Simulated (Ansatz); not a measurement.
Write the native input for Ansatz 0.2.0 that does the following.

| Quantity | Value |
| --- | --- |
| Task | electron localisation function |
| Functional | PBE |
| Potentials or basis | Ansatz PAW |
| Cutoff | 420 eV (not typed: the program's choice for these potentials) |
| k mesh | 5 × 5 × 4 |
| Occupations | fermi-dirac, width 0.05 eV |
| Spin | no spin polarisation |

Crystal: HfIn4SiO6.

```xyz
12
Lattice="3.2302 -5.5777 -0.0247 3.2302 5.5777 -0.0247 -1.4907 0.0000 6.3203" Properties=species:S:1:pos:R:3 pbc="T T T"
Hf    0.6440    0.0000    0.0526
In    4.1040   -1.7301    0.0202
In    4.1040    1.7301    0.0202
In    1.7482   -1.8121    3.0400
In    1.7482    1.8121    3.0400
Si    4.8557    0.0000    2.7718
O     4.0293   -1.3765    2.3731
O     4.0293    1.3765    2.3731
O    -0.2525    0.0000    1.8631
O     5.2892    0.0000    4.3477
O     1.7422   -1.5806    0.4557
O     1.7422    1.5806    0.4557
```

The cell was built by a generator and needn't be a form met in nature.

These files were run (other wordings do the same):

input.yaml

```yaml
crystal:
  lattice:
    - [3.23023, -5.57768, -0.0247]
    - [3.23023, 5.57768, -0.0247]
    - [-1.49068, 0.0, 6.3203]
  atoms:
    - { symbol: Hf, position: [0.10178, 0.10178, 0.00912] }
    - { symbol: In, position: [0.79222, 0.48204, 0.00818] }
    - { symbol: In, position: [0.48204, 0.79222, 0.00818] }
    - { symbol: In, position: [0.54472, 0.21983, 0.48398] }
    - { symbol: In, position: [0.21983, 0.54472, 0.48398] }
    - { symbol: Si, position: [0.85433, 0.85433, 0.44523] }
    - { symbol: O, position: [0.835, 0.58822, 0.38104] }
    - { symbol: O, position: [0.58822, 0.835, 0.38104] }
    - { symbol: O, position: [0.02899, 0.02899, 0.295] }
    - { symbol: O, position: [0.9792, 0.9792, 0.69555] }
    - { symbol: O, position: [0.42852, 0.14514, 0.07435] }
    - { symbol: O, position: [0.14514, 0.42852, 0.07435] }
hamiltonian:
  xc: pbe
  pseudopotentials: { kind: paw }
kpoints:
  mp_grid: { grid: [5, 5, 4] }
scf:
  occupations: { method: fermi_dirac, width: 0.05 }
output:
  forces: true
  stress: true
  eigenvalues: true
  write_density: true
  write_potential: true
  elf: true
  volumetric_format: npy
```

Potentials or basis: Ansatz PAW.

Command:

```sh
$ ansatz run input.yaml --threads 8 --pin off --max-ram 20480MiB --backend cpu --events-out ev --progress --plain --runs-dir out
```

It gave:

```yaml
Pressure: 0.0 GPa
Largest_force: 0.007 eV/Å
Band_gap_on_the_k_mesh: 0.64 eV, indirect (least direct gap 0.90 eV)
```

Caveat: odd divisions of the mesh miss points on the zone boundary, where band edges often lie, so the gap on the mesh can be too wide; the pressure holds a Pulay correction of +0.3 GPa for the finite cutoff; spin-orbit coupling is left out, which moves the levels of the heavy elements.

Run time: 8.7 s on 8 threads of Arm Neoverse V2, with other jobs on the host, peak memory 1.2 GiB.
